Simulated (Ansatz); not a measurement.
**GaH2 (quartet): from Hartree-Fock to the top rungs, aug-cc-pVDZ**

How much of the correlation energy of GaH2 (quartet) does each wave-function method recover here?

Method: aug-cc-pVDZ, core rule «outside noble gas», up to 14 orbitals frozen; program: Ansatz 0.2.0, Gaussian basis.

The runs, in order: UHF; CCSD(T) on ROHF; CCSD(T) on UHF; BCCD(T) on ROHF; CISD; CCSDT(Q) on ROHF; CCSDT(Q) on UHF; CASSCF and MRCISD+Q, 5 electrons in 6 orbitals; CASSCF and NEVPT4(SD), 5 electrons in 6 orbitals; CASSCF and NEVPT2, 5 electrons in 6 orbitals; Full CI.

33 further runs of the same task are left out: 6 for a known fault of the program, 11 that didn't finish, 16 set aside as unsound or not needed.

## Step 1: What is computed

The geometry is a PBE0/def2-TZVP stationary point (not a proven minimum) of the parent state, kept for this charge and spin. No spin-orbit coupling is included. The filled d shell of Ga may be among the frozen orbitals whatever the setting's name suggests; the logs give the count.

3 atoms, charge 0, spin multiplicity 4.

Atoms are counted from 1 here; the program's logs count them from 0.

Bond lengths: Ga1–H2 1.593 Å, Ga1–H3 1.593 Å. Angles: H2–Ga1–H3 120.5°.

## Step 2: UHF

File in.yaml:

```yaml
crystal:
  periodic: [false, false, false]
  atoms:
    - {symbol: Ga, position_ang: [0.000000, -0.022229, 0.000000]}
    - {symbol: H, position_ang: [0.000000, 0.768845, -1.383112]}
    - {symbol: H, position_ang: [0.000000, 0.768845, 1.383112]}
basis:
  gaussian: {orbitals: aug-cc-pVDZ}
magnetization: {spin_polarized: true, initial_magnetization: 3}
hamiltonian: {xc: hf}
output: {orbitals: {seedname: orbitals}}
```

Run with:

```console
$ ansatz run in.yaml --threads 1 --pin off --events-out ev --progress --plain --max-ram 2393MiB
```

Further steps of the session: CCSD(T) on ROHF; CCSD(T) on UHF; BCCD(T) on ROHF; CISD; CCSDT(Q) on ROHF; CCSDT(Q) on UHF; CASSCF and MRCISD+Q, 5 electrons in 6 orbitals; CASSCF and NEVPT4(SD), 5 electrons in 6 orbitals; CASSCF and NEVPT2, 5 electrons in 6 orbitals; Full CI.

**Question.** What will the summary of the whole plan be? Wanted: FCI below the RHF energy; RMP2 from FCI; UMP2 from FCI; RCCSD from FCI; RCCSD(T) from FCI; UCCSD(T) from FCI; RCCSDT(Q) from FCI; UCCSDT(Q) from FCI; NEVPT2 valence from FCI.

**Answer**, as computed:

| quantity | value |
| --- | --- |
| FCI below the RHF energy | -2.1428 eV |
| RMP2 from FCI | +569.1 meV |
| UMP2 from FCI | +615.7 meV |
| RCCSD from FCI | +81.5 meV |
| RCCSD(T) from FCI | +21.2 meV |
| UCCSD(T) from FCI | +0.1 meV |
| RCCSDT(Q) from FCI | -1.5 meV |
| UCCSDT(Q) from FCI | -21.5 meV |
| NEVPT2 valence from FCI | +343.5 meV |
| NEVPT4(SD) valence from FCI | +45.8 meV |
| MRCISD+Q valence from FCI | -7.0 meV |
| levels within 1 kcal/mol (43 meV) | RCCSD(T), UCCSD(T), BCCD(T), RCCSDT, UCCSDT, RCCSDT(Q), UCCSDT(Q), MRCISD valence, MRCISD+Q valence |
| T1 diagnostic | 0.028 |
| effectively unpaired electrons | 3.03 |

What this shows: RCCSD(T) misses by +21.2 meV, 1.0 % of the correlation energy. CCSD(T) misses by +21.2 meV on the restricted determinant and by +0.1 meV on the unrestricted one; the two need not hold the same state or core. UCCSDT, UCCSDT(Q), MRCISD+Q valence fall below full CI: unrestricted runs freeze a spin-polarised core, another one than full CI's, and coupled cluster isn't variational. One determinant dominates. Of the multireference levels listed MRCISD+Q valence comes nearest in total energy (-7.0 meV), which doesn't show that its space is the better one. Coupled cluster took another determinant than the lowest Hartree-Fock one. These misses are within one basis, not against nature; the frozen cores of restricted and unrestricted runs differ, which can shift their rows.
